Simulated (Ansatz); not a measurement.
Crystal: TaTe.

```xyz
2
Lattice="3.4201 0.0000 0.0000 0.0000 3.4201 0.0000 0.0000 0.0000 3.4201" Properties=species:S:1:pos:R:3 pbc="T T T"
Ta    1.7100    1.7100    1.7100
Te    0.0000    0.0000    0.0000
```

The cell was built by a generator and needn't be a form met in nature.

A run of Ansatz 0.2.0 on this cell left the log below. Logs are shortened: lines on timing, memory, paths and dates and some standing lists are left out, and cuts for length are marked.

```text
Warning: RAYON_NUM_THREADS=1 ignored (pool sized by the plan → 1); use --threads N
LAPW: plane waves up to 7.697 Å⁻¹, error target 2.0e-3 eV per atom; small_component_spin mean_spin; Te in spheres of 1.408 Å, 24 of its electrons in bands, Dirac shells []; Ta in spheres of 1.465 Å, 37 of its electrons in bands, Dirac shells [] (how accurate: hamiltonian.pseudopotentials.lapw.basis_error, Limitations)
Engine: ansatz 0.2.0, aarch64-unknown-linux-gnu
Pseudopotentials: kind: all_electron
Pseudopotential: Ta, LAPW, valence charge 37, lapw/all_electron/scalar/gaussian/Ta, Koelling and Harmon's equation, gaussian nucleus
Pseudopotential: Te, LAPW, valence charge 24, lapw/all_electron/scalar/gaussian/Te, Koelling and Harmon's equation, gaussian nucleus
Functional definition: PBE
  parameter kappa = 0.804
  parameter beta = 0.06672455060314922
  exchange = pbe_x(kappa = kappa, mu = beta*pi^2/3)
  correlation = pbe_c(beta = beta)
Crystal: 2 atoms, lattice volume = 40.005 Å³
Basis set: ecut = 225.73756173493084 eV, 305 PW (Γ), exchange–correlation at level 2
Bands: 37, of which v1, the nominal top of the filled ones, is band 31 counted from 1 (30 counted from 0)
Symmetry: 48 space group operations
k-points: 35 of 512
Non-local potential: Ta, projectors of the file, none
Non-local potential: Te, projectors of the file, none
Initial density: superposition of atomic densities (chi_scale 0.1, normalization cell, long waves kept (reshape's long-wave potential 0.00 eV rms))
[... 52 lines left out ...]
  E_band       = -2852.656824
  E_kinetic    = 669187.054378
  E_xc         = -13416.864228
  E_electrostatic = -1265223.212688  (all electrons and nuclei)
  E_smearing   = -0.028181  (= −TS)
  E_closure    = 0.000000  (closes the sum)
  E_atoms      = -609440.605344  (free atoms, spherical and without spin; not in F)
  Σ components = -609453.050719   (vs F -609453.050719, Δ=0.00e0)
  Basis errors (estimates in eV, not in F): energy 5.7e-4 per atom: plane waves 5.0e-4 (2.7e-4 summed), levels above the bands 6.3e-51, relativity 9.6e-8, radial functions 7.1e-5, core shells 6.4e-7; eigenvalues (radial functions only) 1.0e-6; not estimated: angular momenta, meshes, grids; target (lapw.basis_error) 2.0e-3; muffin-tin radii Te 1.408 Å, Ta 1.465 Å
--- Forces (eV/Å), atoms counted from 1 ---
  atom   1  Ta    -0.00000000     0.00000000    -0.00000000
  atom   2  Te     0.00000000    -0.00000000    -0.00000000
  max |Σ_I F_I| component: 2.10e-30 eV/Å
--- Band table (eV; the first three rows and the last of 35) ---
  k-point 0: bands = ["-194.9430", "-194.9430", "-194.9430", "-194.9228", "-194.9228", "-137.9663", "-88.0110", "-88.0110", "-88.0110", "-45.9400", "-15.3791", "-15.3791", "-15.3524", "-15.3524", "-15.3524", "-12.3955", "-12.3955", "-12.3955", "2.1759", "2.1908", "2.1908", "2.1908", "2.2084", "2.2084", "2.2084", "7.6349", "19.6961", "19.6961", "21.0475", "21.0475", "21.0475", "23.9176", "23.9176", "23.9176", "24.5785", "31.1804", "31.1804"]
  k-point 1: bands = ["-194.9430", "-194.9430", "-194.9430", "-194.9228", "-194.9228", "-137.9663", "-88.0110", "-88.0110", "-88.0110", "-45.9393", "-15.3789", "-15.3750", "-15.3546", "-15.3546", "-15.3522", "-12.4183", "-12.3918", "-12.3918", "2.1757", "2.1905", "2.1914", "2.1914", "2.2068", "2.2089", "2.2089", "7.8353", "18.5469", "19.7966", "20.7319", "20.7319", "21.3222", "23.9440", "24.3721", "24.3721", "25.7012", "30.1592", "31.7008"]
  k-point 2: bands = ["-194.9430", "-194.9430", "-194.9430", "-194.9228", "-194.9228", "-137.9663", "-88.0111", "-88.0110", "-88.0110", "-45.9377", "-15.3785", "-15.3650", "-15.3600", "-15.3600", "-15.3519", "-12.4730", "-12.3829", "-12.3829", "2.1754", "2.1899", "2.1925", "2.1925", "2.2031", "2.2101", "2.2101", "8.3974", "16.4848", "20.0636", "20.1578", "20.1578", "22.3745", "24.0089", "25.4153", "25.4153", "27.1505", "28.5857", "33.0187"]
  k-point 34: bands = ["-194.9430", "-194.9430", "-194.9430", "-194.9228", "-194.9228", "-137.9663", "-88.0112", "-88.0112", "-88.0112", "-45.9264", "-15.3825", "-15.3825", "-15.3825", "-15.3334", "-15.3334", "-12.4875", "-12.4875", "-12.4875", "2.1656", "2.1970", "2.1970", "2.1970", "2.2043", "2.2043", "2.2043", "12.0665", "15.8143", "15.8143", "15.8143", "24.0224", "24.0224", "24.0224", "25.7755", "25.7755", "27.0482", "28.0722", "28.0722"]
--- Phonons: 2 displaced members + reference (amplitude 0.01 Å, Σ member SCF iterations 16) ---
  symmetry images taken by strict's conditions (phonons.symmetry_images: auto; settled by no image being taken that strict refuses)
  ASR residual: 3.508e-5 → 0.000e0 eV/Å²; symmetrization residual: 1.100e-5 eV/Å²
  largest component of a force at the reference: 2.6e-30 eV/Å
  ASR residual per site (eV/Å²): 3.51e-5 4.23e-6
  Γ frequencies (cm⁻¹): 0.00 0.00 0.00 120.85 120.85 120.85
  density of states and harmonic sums: on the 18×18×18 q-mesh, interpolated from the force constants of a 1×1×1 supercell (no non-analytic term)
  largest difference from the sums on the solved wave vectors: F 6.58e-1 eV, S 9.17e-4 and C_V 2.58e-4 eV/K
  zero-point energy: 0.031069 eV/cell   skipped modes (ω ≤ 0): 3   left out of the sums: 8.57e-5 of the cell's modes: C_V's classical limit lies that fraction below 3 k_B per atom; for a crystal, a wire or a layer, F and S can be off by more, and a phonons.interpolated_qmesh denser along its periods is the remedy for the sampling
```

Question: Write the input and the command behind it.

Answer: Phonons with PBE, no spin polarisation. The files as run (others can give the same):

input.yaml
```yaml
crystal:
  lattice:
    - [3.42009, 0.0, 0.0]
    - [0.0, 3.42009, 0.0]
    - [0.0, 0.0, 3.42009]
  atoms:
    - { symbol: Ta, position: [0.5, 0.5, 0.5] }
    - { symbol: Te, position: [0.0, 0.0, 0.0] }
kpoints:
  mp_grid: { grid: [8, 8, 8] }
scf:
  occupations: { method: fermi_dirac, width: 0.05 }
hamiltonian:
  xc: pbe
  pseudopotentials: { kind: all_electron, lapw: { basis_error: 0.002 } }
output: {}
phonons:
  method: fd
  supercell: [1, 1, 1]
```

Potentials or basis: all-electron LAPW, scalar-relativistic.
Run with:
```bash
$ ansatz run input.yaml --threads 1 --pin off --max-ram 3072MiB --backend cpu --events-out ev --progress --plain --runs-dir out
```

Caveat: a metal's response needs a denser mesh.
